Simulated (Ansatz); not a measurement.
# Zr3NbTe2: the cost of one run

Computed with Ansatz 0.2.0 (DFT PBE, scalar-relativistic, plane waves, PAW, unless a step's input says otherwise).

**1. Starting point**

The structure is tetragonal, space group P4/mmm (No. 123). Conventional cell: a = 4.344 Å, b = 4.344 Å, c = 7.034 Å, α = 90.00°, β = 90.00°, γ = 90.00°. Zr (site symmetry 4mm) is surrounded by 1 Nb at 2.17 Å and 1 Zr at 2.69 Å and 4 Te at 3.07 Å. Zr (site symmetry 4/mmm) has 8 Zr at 3.35 Å as nearest neighbours. Nb (site symmetry 4/mmm) is surrounded by 2 Zr at 2.17 Å and 4 Te at 2.17 Å. Te (site symmetry mmm) has 2 Nb at 2.17 Å and 4 Zr at 3.07 Å as nearest neighbours.

Coordinates:

```cif
data_structure
_symmetry_space_group_name_H-M 'P 1'
_symmetry_Int_Tables_number 1
_cell_length_a 4.3443
_cell_length_b 4.3443
_cell_length_c 7.0345
_cell_angle_alpha 90.000
_cell_angle_beta 90.000
_cell_angle_gamma 90.000
_cell_volume 132.76
loop_
_atom_site_label
_atom_site_type_symbol
_atom_site_fract_x
_atom_site_fract_y
_atom_site_fract_z
_atom_site_occupancy
Zr1 Zr 0.00000 0.00000 0.69124 1
Zr2 Zr 0.00000 0.00000 0.30876 1
Zr3 Zr 0.50000 0.50000 0.50000 1
Nb1 Nb 0.00000 0.00000 0.00000 1
Te1 Te 0.00000 0.50000 0.00000 1
Te2 Te 0.50000 0.00000 0.00000 1
```

A structure generator made this guess: random cell by space group and Wyckoff sites (P4/mmm, No. 123). Lengths come from tabulated atomic sizes and are only a guess.

**2. A first look at the guess**

Input file input.yaml:

```yaml
crystal:
  lattice:
    - [4.3443359, 0.0, 0.0]
    - [0.0, 4.3443359, 0.0]
    - [0.0, 0.0, 7.03445062]
  atoms:
    - { symbol: Zr, position: [0.0, 0.0, 0.69123708] }
    - { symbol: Zr, position: [0.0, 0.0, 0.30876292] }
    - { symbol: Zr, position: [0.5, 0.5, 0.5] }
    - { symbol: Nb, position: [0.0, 0.0, 0.0] }
    - { symbol: Te, position: [0.0, 0.5, 0.0] }
    - { symbol: Te, position: [0.5, 0.0, 0.0] }
basis:
  ecutwfc: 420
kpoints:
  mp_grid: { grid: [4, 4, 4] }
hamiltonian:
  xc: pbe
scf:
  occupations: { method: gaussian, width: 0.1 }
  lower_state_search: "off"
output:
  forces: true
  stress: true
  eigenvalues: true
```

Run with:

```sh
$ ansatz run input.yaml --threads 1 --pin off --max-ram 2560MiB --backend cpu --events-out ev --progress --plain --runs-dir out
```

**Question.** How long does this run take on 1 thread of Intel Xeon 6975P-C (Granite Rapids), shared host, and how much memory does it need?

About 4 s, with a peak of 0.5 GiB.
